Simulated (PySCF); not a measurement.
# InPb: from the state search to spectroscopic constants

The task here is to estimate one member of a computed series from the others.

Method: In cc-pVDZ-PP with ECP28, Pb cc-pVDZ-PP with ECP60, scalar-relativistic core potentials; program: PySCF 2.14.0.

The first run:

Settings of the job:

```yaml
atoms: In, Pb
charge: 0
basis: In cc-pVDZ-PP with ECP28, Pb cc-pVDZ-PP with ECP60
Hamiltonian: scalar-relativistic core potentials
basis_functions: 46
electrons_treated: 43
masses_in_u: 114.9039, 207.9766
levels: PBE0, PBE, r²SCAN, TPSS, LDA, MN15, CAM-B3LYP, HF, MP2, SCS-MP2, CCSD, CCSD(T)
grid: 80 radial by 434 angular points
occupations: held fixed by the projection of orbital angular momentum
dissociation_limit: In + Pb, each in its ground configuration
starting_distance_in_angstrom: 2.785
values_of_2S_to_try: 1, 3
```

Run with:

```console
OMP_NUM_THREADS=1 python dia.py task.json out
```

Among the steps run: Set-up; The PBE0 curve of the state that the search chose; Excited determinants; PBE (GGA); r²SCAN (meta-GGA); TPSS (meta-GGA); LDA (local density); MN15; CAM-B3LYP (range-separated hybrid); UHF (mean field); MP2 and coupled cluster.

One table of the session follows, with a row left open; its other results are not shown here.

It belongs to the step «The curves together». Energy (eV) from each level's lowest point:

```
R (Å)    UHF  UHF-MP2  UHF-SCS-MP2  UHF-CCSD  UHF-CCSD(T)
2.507  0.799    0.651        0.675       n/a          n/a
2.623  0.392    0.281        0.298     0.333        0.329
2.740  0.157    0.085        0.095     0.115        0.112
2.828      ?        ?            ?         ?            ?
2.915  0.011    0.000        0.000     0.000        0.000
3.002  0.000    0.019        0.013     0.005        0.007
3.119  0.026    0.085        0.071     0.054        0.057
3.265  0.100    0.210        0.184     0.158        0.163
3.440  0.223    0.396        0.351     0.319        0.327
3.673  0.400    0.660        0.585       n/a          n/a
```

**Question.** Estimate the row for R (Å) = 2.828.

Worked estimate for «UHF». A straight line through the neighbours (2.740, 0.157) and (2.915, 0.011) gives 0.157 + (0.011 − 0.157) × (2.828 − 2.740) / (2.915 − 2.740) = 0.084; a parabola fitted to 4 rows on both sides gives 0.056.

As computed: UHF: 0.060; UHF-MP2: 0.018; UHF-SCS-MP2: 0.023; UHF-CCSD: 0.032; UHF-CCSD(T): 0.031. In «UHF» the line misses by +0.024 and the parabola by -0.004.
